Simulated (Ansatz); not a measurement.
# BClF2H2O: the cost of one run

Program: Ansatz 0.2.0. Level of theory: RKS B3LYP/def2-SVP. These are calculated values, not measurements.

### 1 Starting point

Bond lengths: B1–Cl2 2.170 Å, B1–F3 1.313 Å, B1–F4 1.304 Å, B1–O6 1.746 Å, O6–H7 0.962 Å. Angles: Cl2–B1–F3 111.2°, Cl2–B1–F4 111.7°, Cl2–B1–O6 86.8°, F3–B1–F4 120.7°, F3–B1–O6 109.5°, F4–B1–O6 111.9°, B1–O6–H7 108.2°.

As a file:

```xyz
7

B    -0.1737   -0.6580    0.3023
Cl    1.8940   -0.2677   -0.2286
F    -0.7770   -1.3607   -0.6277
F    -0.2958   -0.9755    1.5608
H     0.7782    1.0860   -0.2448
O    -0.4633    1.0419    0.0274
H    -0.9624    1.1341   -0.7895
```

### 2 Pulling towards end A

Springs on the bonds that form and break draw the guess towards this end; the thresholds are loose.

File input.yaml:

```yaml
crystal:
  periodic: [false, false, false]
  atoms:
    - { symbol: B, position_ang: [-0.1737, -0.658, 0.3023] }
    - { symbol: Cl, position_ang: [1.894, -0.2677, -0.2286] }
    - { symbol: F, position_ang: [-0.777, -1.3607, -0.6277] }
    - { symbol: F, position_ang: [-0.2958, -0.9755, 1.5608] }
    - { symbol: H, position_ang: [0.7782, 1.086, -0.2448] }
    - { symbol: O, position_ang: [-0.4633, 1.0419, 0.0274] }
    - { symbol: H, position_ang: [-0.9624, 1.1341, -0.7895] }
basis:
  gaussian: { orbitals: def2-SVP }
hamiltonian:
  xc: b3lyp
relax:
  f_tol: 0.15
  max_steps: 25
  restrain:
    - { distance: [0, 5], at: 2.8, k: 30.0 }
    - { distance: [4, 1], at: 2.63, k: 30.0 }
    - { distance: [0, 1], at: 1.86, k: 30.0 }
    - { distance: [4, 5], at: 0.97, k: 30.0 }
```

On the command line:

```sh
$ ansatz run input.yaml --threads 2 --pin off --max-ram 3072MiB --backend cpu --events-out ev --progress --plain --runs-dir out
```

What time and memory should one allow on 2 threads of Arm Neoverse V1, shared host?

About 18 s, with a peak of 0.16 GiB.
